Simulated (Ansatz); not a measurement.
**Fe: LAPW beside PAW**

Does the method matter for Fe? The same cell, functional and mesh are run with all-electron LAPW, frozen-core PAW and datasets made for this crystal.

This is Fe in the hcp structure; at room conditions it is bcc.

Computed with Ansatz 0.2.0 (DFT PBEsol, scalar-relativistic, unless a step's input says otherwise).

### Step 1. The system as given

It takes space group P6_3/mmc (No. 194, hexagonal). The conventional cell has a = 2.434 Å, b = 2.434 Å, c = 3.842 Å, α = 90.00°, β = 90.00°, γ = 120.00°. Fe (site symmetry -6m2) is surrounded by 12 Fe at 2.38 to 2.43 Å.

Structure file:

```
Fe
1.0
     2.43416    0.00000    0.00000
    -1.21708    2.10804    0.00000
     0.00000    0.00000    3.84193
Fe
2
Cartesian
  0.0000 1.4054 0.9605
  1.2171 0.7027 2.8815
```

Structure from a Materials Project entry, not relaxed further.

Atoms are numbered in the order of the input: Fe1, Fe2.

### Step 2. All-electron LAPW

The input, input.yaml:

```yaml
crystal:
  lattice:
    - [2.4341575853, 0.0, 0.0]
    - [-1.2170787927, 2.1080423057, 0.0]
    - [0.0, 0.0, 3.84193447]
  atoms:
    - { symbol: Fe, position: [0.3333333333, 0.6666666667, 0.25] }
    - { symbol: Fe, position: [0.6666666667, 0.3333333333, 0.75] }
kpoints:
  mp_grid: { grid: [17, 17, 10] }
  band_path:
    path:
      - [0.0, 0.0, 0.0]
      - [0.5, 0.0, 0.0]
      - [0.3333333333, 0.3333333333, 0.0]
      - [0.0, 0.0, 0.0]
      - [0.0, 0.0, 0.5]
      - [0.5, 0.0, 0.5]
      - [0.3333333333, 0.3333333333, 0.5]
      - [0.0, 0.0, 0.5]
      - [0.5, 0.0, 0.5]
    npoints: 14
scf:
  occupations: { method: fermi_dirac, width: 0.08 }
hamiltonian:
  xc: pbesol
  pseudopotentials: { kind: all_electron, lapw: { basis_error: 0.00025 } }
output:
  forces: true
  stress: true
  eigenvalues: true
  populations: true
  dos: { projected: true, de: 0.2, e_range: [-14, 8] }
```

On the command line:

```bash
> ansatz run input.yaml --threads 1 --pin off --max-ram 3072MiB --backend cpu --events-out ev --progress --plain --runs-dir out
```

### Step 3. Frozen-core PAW

input.yaml: that of step 2 with these lines changed.

```diff
@@ -26,3 +26,3 @@
   xc: pbesol
-  pseudopotentials: { kind: all_electron, lapw: { basis_error: 0.00025 } }
+  pseudopotentials: { kind: paw }
 output:
@@ -31,3 +31,9 @@
   eigenvalues: true
+  efg: { contact_densities: true }
   populations: true
+  bader: true
   dos: { projected: true, de: 0.2, e_range: [-14, 8] }
+  write_density: true
+  write_potential: true
+  elf: true
+  volumetric_format: npy
```

### Step 4. Datasets made for this crystal

input.yaml: that of step 3 with these lines changed.

```diff
@@ -21,3 +21,3 @@
       - [0.5, 0.0, 0.5]
-    npoints: 14
+    npoints: 8
 scf:
@@ -26,3 +26,3 @@
   xc: pbesol
-  pseudopotentials: { kind: paw }
+  pseudopotentials: { kind: all_electron, datasets: crystal }
 output:
@@ -32,8 +32 @@
   efg: { contact_densities: true }
-  populations: true
-  bader: true
-  dos: { projected: true, de: 0.2, e_range: [-14, 8] }
-  write_density: true
-  write_potential: true
-  elf: true
-  volumetric_format: npy
```

(Steps that only read results are left out.)

Before running it: what results should come out? Wanted: pressure; gap; Bader charges.

**Answer**, as computed:

| quantity | value |
| --- | --- |
| pressure | LAPW -1.26, PAW -1.17, crystal datasets -1.26 GPa |
| gap (LAPW) | none |
| Bader charges (PAW) | Fe1 +0.00 e |

What this shows: At this geometry the cell is under tension of 1.3 GPa, so it would shrink if let go. Bands cross the Fermi level: the crystal is a metal at this level. Fe 3d carries the largest share, 98 %, of the projected states within 0.3 eV of the Fermi level. The projection holds only the free atom's occupied shells (Fe 4s, Fe 3d in this range). The field gradient at Fe1, the largest by crystal datasets, is -0.43 by PAW and -0.46 by crystal datasets (10²¹ V/m²); frozen cores can miss part of the core's response. In pressure, PAW differs from LAPW by +0.09 GPa. The price, with the outputs that each input asks for: 28 s for LAPW against 13 s for PAW, about 2.1 to one. Spin polarisation is left out here, though a magnetic state may lie well lower.

Real Fe is ferromagnetic; without spin these runs don't describe its ground state.
